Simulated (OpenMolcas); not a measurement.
**SiNH2F2 (SMILES [NH][SiH](F)F) at 6 levels**

Aim: a comparison of 6 runs (UHF/3-21G, U-revPBE/def2-SVPD, UM06-2X/def2-SVPD, UM06-L/def2-SVPD, UPBE/def2-SVPD, USVWN5/def2-SVPD) of SiNH2F2. 

The calculation is run with OpenMolcas 26.06.

## Step 1: The structure to begin with

The species is SiNH2F2 (6 atoms), meant as a doublet with charge 0. SMILES: `[NH][SiH](F)F`. The coordinates come from a PBE0-D4/def2-TZVP relaxation. This is one conformer, not always the lowest.

Bond lengths: N1–Si2 1.727 Å, Si2–F3 1.580 Å, Si2–F4 1.587 Å, N1–H5 1.021 Å, Si2–H6 1.473 Å. Angles: N1–Si2–F3 107.9°, N1–Si2–F4 114.0°, F3–Si2–F4 106.4°, N1–Si2–H6 109.2°, F3–Si2–H6 109.9°, F4–Si2–H6 109.3°, Si2–N1–H5 116.5°.

## Step 2: Energy and gradient at UHF/3-21G (run 1)

Contents of calc.input:

```
&gateway
baslib=$CurrDir
coord
6
angstrom
N       -0.025400       1.001700      -0.903700
Si       0.188000      -0.244900       0.273000
F        1.578700      -0.941400      -0.004700
F       -0.908600      -1.390200       0.207400
H       -0.977800       1.156700      -1.236500
H        0.187200       0.354100       1.618300
basis=3-21G
group=NoSym
&seward
&scf
uhf
spin=2
thresholds=1e-10 1e-07 1e-07 1e-05
prorbitals=1
&alaska
```

The basis set 3-21G is read from a file made from the Basis Set Exchange's data (not shown).

On the command line:

```console
$ export MOLCAS_MEM=1860
$ pymolcas calc.input > calc.log
```

Standard output:

```text
--- Start Module: gateway ---
[...]
--- Stop Module: gateway /rc=_RC_ALL_IS_WELL_ ---
[...]
      Basis functions           44
[...]
--- Start Module: scf ---
[...]
       Convergence after  18 Iterations
[...]
::    Total SCF energy                               -540.6059503898
[...]
      Total spin, S                                     0.5029950524
[...]
      Total electronic charge=   41.000000
      Total            charge=   -0.000000
[...]
      Dipole Moment (debye):
      Origin of the operator (angstrom)=    0.2054   -0.4342   -0.0095
                   X= -2.1765E+00               Y=  1.2752E+00               Z=  5.7148E-01           Total=  2.5865E+00
      Quadrupole Moment (debye*angstrom):
[...]
--- Stop Module: scf /rc=_RC_ALL_IS_WELL_ ---
--- Start Module: alaska ---
[...]
 *              Molecular gradients               *
 **************************************************
  Irreducible representation: a
 ------------------------------------------------------------------------------------------
                              X                       Y                       Z
 ------------------------------------------------------------------------------------------
  N1                1.71576271941871E-02   -1.25488820940891E-02    1.47461122160184E-02
  SI2              -7.82411127570937E-03   -1.54399209329172E-02   -3.63707251333132E-02
  F3               -2.32834334227761E-02    1.60357749542870E-02    5.90355987891100E-03
  F4                1.65192977489905E-02    1.68912524055997E-02    4.40117466670831E-03
  H5               -3.82724749006069E-03   -6.53675535347331E-03    6.49416658655211E-03
  H6                1.25786724538014E-03    1.59853102055685E-03    4.82571178512980E-03
 ------------------------------------------------------------------------------------------
[...]
```

Wall time 1.6 s (1 thread of Intel Xeon 6975P-C (Granite Rapids), shared host); peak memory 0.38 GiB.

## Step 3: Energy and forces at U-revPBE/def2-SVPD (run 2)

Contents of run.inp:

```
* F2H2NSi Kohn-Sham DFT

&GATEWAY
 BasLib
 $CurrDir
 Coord
 6
 angstrom
 N       -0.025400       1.001700      -0.903700
 Si       0.188000      -0.244900       0.273000
 F        1.578700      -0.941400      -0.004700
 F       -0.908600      -1.390200       0.207400
 H       -0.977800       1.156700      -1.236500
 H        0.187200       0.354100       1.618300
 Basis
 def2-SVPD
 Group
 NoSym

&SEWARD
 GridInput
 Grid=UltraFine
 End of Grid

&SCF
 UHF
 Spin
 2
 KSDFT
 revPBE
 Thresholds
 1e-10 1e-07 1e-07 1e-05
 PrOrbitals
 1 2

&ALASKA
```

The basis set def2-SVPD is read from a file made from the Basis Set Exchange's data (not shown).

On the command line:

```console
$ export MOLCAS_MEM=1860
$ pymolcas run.inp > run.log
```

Standard output:

```text
--- Start Module: gateway ---
[...]
--- Stop Module: gateway /rc=_RC_ALL_IS_WELL_ ---
[...]
      Basis functions          106
[...]
--- Start Module: scf ---
[...]
       Convergence after  17 Iterations
[...]
::    Total KS-DFT energy                            -544.7810061898
[...]
      Total spin, S                                     0.5014065723
[...]
      Total electronic charge=   41.000000
      Total            charge=   -0.000000
[...]
      Dipole Moment (debye):
      Origin of the operator (angstrom)=    0.2054   -0.4342   -0.0095
                   X= -1.4392E+00               Y=  1.0065E+00               Z=  3.3590E-01           Total=  1.7881E+00
      Quadrupole Moment (debye*angstrom):
[...]
--- Stop Module: scf /rc=_RC_ALL_IS_WELL_ ---
[...]
--- Start Module: alaska ---
[...]
 *              Molecular gradients               *
 **************************************************
  Irreducible representation: a
 ------------------------------------------------------------------------------------------
                              X                       Y                       Z
 ------------------------------------------------------------------------------------------
  N1               -7.96705940155892E-03   -1.08250933324410E-02    6.94262035007931E-03
  SI2               7.34142841306396E-03   -3.46630380913115E-02   -1.15172555626515E-02
  F3               -3.94152228844220E-02    1.92589760859914E-02    6.90566505596379E-03
  F4                3.01581409870622E-02    3.19523946573064E-02    5.18739464167473E-04
  H5                1.00542211457295E-02   -2.49867046411367E-03    3.96658092962188E-03
  H6               -1.71508259753983E-04   -3.22456885547329E-03   -6.81635023717764E-03
 ------------------------------------------------------------------------------------------
[...]
```

Run time: 42 s. Hardware: 1 thread of Intel Xeon 6975P-C (Granite Rapids), shared host; peak memory 0.61 GiB.

Run 3 isn't shown in full; the table further down has it.

## Step 4: A single-point energy at UM06-L/def2-SVPD (run 4)

Contents of calc.input:

```
&GATEWAY
 BasLib=$CurrDir
 Coord
 6
 angstrom
 N       -0.025400       1.001700      -0.903700
 Si       0.188000      -0.244900       0.273000
 F        1.578700      -0.941400      -0.004700
 F       -0.908600      -1.390200       0.207400
 H       -0.977800       1.156700      -1.236500
 H        0.187200       0.354100       1.618300
 Basis=def2-SVPD
 Group=NoSym

&SEWARD
 GridInput
 Grid=UltraFine
 End of Grid

&SCF
 UHF
 Spin=2
 KSDFT=M06L
 Thresholds=1e-10 1e-07 1e-07 1e-05
 PrOrbitals=1 2
```

The basis set def2-SVPD is read from a file made from the Basis Set Exchange's data (not shown).

On the command line:

```console
$ export MOLCAS_MEM=1860
$ pymolcas calc.input > calc.log
```

Standard output:

```text
--- Start Module: gateway ---
[...]
--- Stop Module: gateway /rc=_RC_ALL_IS_WELL_ ---
--- Start Module: seward ---
[...]
      Basis functions          106
--- Stop Module: seward /rc=_RC_ALL_IS_WELL_ ---
[...]
--- Start Module: scf ---
[...]
       Convergence after  17 Iterations
[...]
::    Total KS-DFT energy                            -544.8943418243
[...]
      Total spin, S                                     0.5025213482
[...]
      Total electronic charge=   41.000000
      Total            charge=   -0.000000
[...]
      Dipole Moment (debye):
      Origin of the operator (angstrom)=    0.2054   -0.4342   -0.0095
                   X= -1.5121E+00               Y=  1.0425E+00               Z=  3.4157E-01           Total=  1.8681E+00
      Quadrupole Moment (debye*angstrom):
[...]
--- Stop Module: scf /rc=_RC_ALL_IS_WELL_ ---
[...]
```

Wall time 52 s (1 thread of Intel Xeon 6975P-C (Granite Rapids), shared host); peak memory 0.61 GiB.

Run 5 isn't shown in full; the table further down has it.

## Step 5: Energy and gradient at USVWN5/def2-SVPD (run 6)

Contents of struct.xyz:

```xyz
6

N     -0.025400     1.001700    -0.903700
Si     0.188000    -0.244900     0.273000
F      1.578700    -0.941400    -0.004700
F     -0.908600    -1.390200     0.207400
H     -0.977800     1.156700    -1.236500
H      0.187200     0.354100     1.618300
```

Contents of test.inp:

```
* F2H2NSi Kohn-Sham DFT

&gateway
  baslib = $CurrDir
  coord = struct.xyz
  basis = def2-SVPD
  group = NoSym

&seward
  gridinput
  Grid=UltraFine
  End of Grid

&scf
  uhf
  spin = 2
  ksdft = SVWN5
  thresholds = 1e-10 1e-07 1e-07 1e-05
  prorbitals = 1 2

&alaska
```

The basis set def2-SVPD is read from a file made from the Basis Set Exchange's data (not shown).

On the command line:

```console
$ export MOLCAS_MEM=1860
$ pymolcas test.inp > test.log
```

Standard output:

```text
--- Start Module: gateway ---
[...]
--- Stop Module: gateway /rc=_RC_ALL_IS_WELL_ ---
[...]
      Basis functions          106
[...]
--- Start Module: scf ---
[...]
       Convergence after  16 Iterations
[...]
::    Total KS-DFT energy                            -542.0540427568
[...]
      Total spin, S                                     0.5012174684
[...]
      Total electronic charge=   41.000000
      Total            charge=   -0.000000
[...]
      Dipole Moment (debye):
      Origin of the operator (angstrom)=    0.2054   -0.4342   -0.0095
                   X= -1.4887E+00               Y=  1.0320E+00               Z=  4.5481E-01           Total=  1.8677E+00
      Quadrupole Moment (debye*angstrom):
[...]
--- Stop Module: scf /rc=_RC_ALL_IS_WELL_ ---
[...]
--- Start Module: alaska ---
[...]
 *              Molecular gradients               *
 **************************************************
  Irreducible representation: a
 ------------------------------------------------------------------------------------------
                              X                       Y                       Z
 ------------------------------------------------------------------------------------------
  N1               -1.15831018261681E-02    1.85308087333702E-03   -5.51405945714389E-03
  SI2               5.62033463182277E-03   -2.67424664668319E-02    3.84829344941107E-03
  F3               -2.32848384157514E-02    1.19872072982208E-02    3.96000867842217E-03
  F4                1.74651569706690E-02    1.97200027780315E-02   -5.31808344700346E-05
  H5                1.18055203523264E-02   -3.13530558745700E-03    4.84563976831298E-03
  H6               -2.30717129534597E-05   -3.68251889527116E-03   -7.08670160454350E-03
 ------------------------------------------------------------------------------------------
[...]
```

Wall time 25 s (1 thread of Intel Xeon 6975P-C (Granite Rapids), shared host); peak memory 0.61 GiB.

## Step 6: All runs side by side

| run | level | integration grid | task | energy (Eh) | dipole moment (D) | HOMO energy (eV) | LUMO energy (eV) | wall time |
| --- | --- | --- | --- | --- | --- | --- | --- | --- |
| 1 | UHF/3-21G | – | gradient | -540.605950 | 2.59 | -12.02 | 1.93 | 1.6 s |
| 2 | U-revPBE/def2-SVPD | UltraFine | gradient | -544.781006 | 1.79 | -7.29 | -5.67 | 42 s |
| 3 | UM06-2X/def2-SVPD | UltraFine | energy | -544.825281 | 1.94 | -10.32 | -3.21 | 59 s |
| 4 | UM06-L/def2-SVPD | UltraFine | energy | -544.894342 | 1.87 | -7.55 | -5.04 | 52 s |
| 5 | UPBE/def2-SVPD | UltraFine | gradient | -544.525156 | 1.81 | -7.34 | -5.83 | 44 s |
| 6 | USVWN5/def2-SVPD | UltraFine | gradient | -542.054043 | 1.87 | -7.41 | -6.46 | 25 s |

## Step 7: What came out

```
                                 quantity          value
                      run 6: total energy  -542.05404 Eh
                     run 6: dipole moment         1.87 D
run 6: HOMO energy (highest over α and β)       -7.41 eV
 run 6: LUMO energy (lowest over α and β)       -6.46 eV
                              run 6: ⟨S²⟩          0.752
          run 6: largest force on an atom     1.419 eV/Å
```

The dipole moment (its size) runs from 1.79 D (U-revPBE/def2-SVPD) to 2.59 D (UHF/3-21G). The two ends differ in method and basis. Totals of different functionals can't be ranked against each other. All runs together took 3.7 min, the longest 59 s.
